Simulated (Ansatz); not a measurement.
# Cu: what SCF settings change

Wanted: the cost and the effect of other mixers, smearings and limits on one cell of Cu. We look at Cu: its experimental structure (space group Fm-3m), with 1 atom per cell. Source: COD entry 9013023, which need not be the ambient phase.

The COD cell was measured well above room temperature, so it is larger than a cold one.

Method: DFT r2SCAN, PAW, plane waves, scalar-relativistic, in Ansatz 0.2.0.

6 further runs of the same task are left out: 2 that didn't finish, 4 set aside as unsound or not needed.

## 1. The starting structure

Symmetry: Fm-3m, No. 225, cubic system. Conventional cell: a = 3.692 Å, b = 3.692 Å, c = 3.692 Å, α = 90.00°, β = 90.00°, γ = 90.00°. Cu (site symmetry m-3m) has 12 Cu at 2.61 Å as nearest neighbours.

As a file:

```xyz
1
Lattice="0.0000 1.8460 1.8460 1.8460 0.0000 1.8460 1.8460 1.8460 0.0000" Properties=species:S:1:pos:R:3 pbc="T T T"
Cu    0.0000    0.0000    0.0000
```

Atoms are counted from 1 in the order of input.yaml (Cu1 and so on).

After the default run come: Anderson, β 0.2, history 8, no preconditioner; Broyden, β 0.5, preconditioner LDOS; Fermi–Dirac width 0.003 eV, no switch to direct minimisation; Gaussian smearing, width 0.8 eV; iteration limit 8; one k-point (Gamma), no switch to direct minimisation.

The search for lower states is off throughout, and inputs that name a mixer don't switch to direct minimisation unless they say so. Spin polarisation is off.

## 2. Default SCF settings

input.yaml reads:

```yaml
crystal:
  lattice:
    - [0.0, 1.846, 1.846]
    - [1.846, 0.0, 1.846]
    - [1.846, 1.846, 0.0]
  atoms:
    - { symbol: Cu, position: [0.0, 0.0, 0.0] }
hamiltonian:
  xc: r2scan
  pseudopotentials: { kind: paw }
basis:
  ecutwfc: 500
kpoints:
  mp_grid: { grid: [14, 14, 14] }
scf:
  occupations: { method: gaussian, width: 0.1 }
  lower_state_search: "off"
output:
  forces: true
  stress: true
```

On the command line:

```
ansatz run input.yaml --threads 2 --pin off --max-ram 5120MiB --backend cpu --events-out ev --progress --plain --runs-dir out
```

The runs that follow: Anderson, β 0.2, history 8, no preconditioner; Broyden, β 0.5, preconditioner LDOS; Fermi–Dirac width 0.003 eV, no switch to direct minimisation; Gaussian smearing, width 0.8 eV; Iteration limit 8; One k-point (Gamma), no switch to direct minimisation.

Q: What does this run give, and which of the planned changes alter effort or result? Wanted: largest shift of the free energy by occupations, cutoff, mesh or field.

As calculated:

| quantity | value |
| --- | --- |
| default run | 6 iterations, with no gap on the k-mesh |
| fewest iterations to that state among the runs shown | 6 (default SCF settings) |
| most iterations to it | 8 (Anderson, β 0.2, history 8, no preconditioner) |
| runs that end in another state, among changes of path alone | 0 |
| largest shift of the free energy by occupations, cutoff, mesh or field | -9958 meV/atom (one k-point (Gamma), no switch to direct minimisation) |

In words: The default and the runs that change only the path, 4 in all, end in one state, in 6 to 8 iterations. Occupations, cutoff, mesh and fields change the problem that is solved, not just the path; the largest shift here is that of “one k-point (Gamma), no switch to direct minimisation”. Other settings tried on this cell gave no result: fixed occupations (input refused); iteration limit 5 (not converged after 5 iterations, still settling); linear mixing, β 0.5, no preconditioner (not converged after 100 iterations, cycles); linear mixing, β 0.05, no preconditioner (not converged after 100 iterations, still settling). Counts include iterations that the program adds to test a close, so a difference of one or two ranks nothing. The starting density is a sum of atomic densities corrected by a trained network, so it is already close to self-consistency.
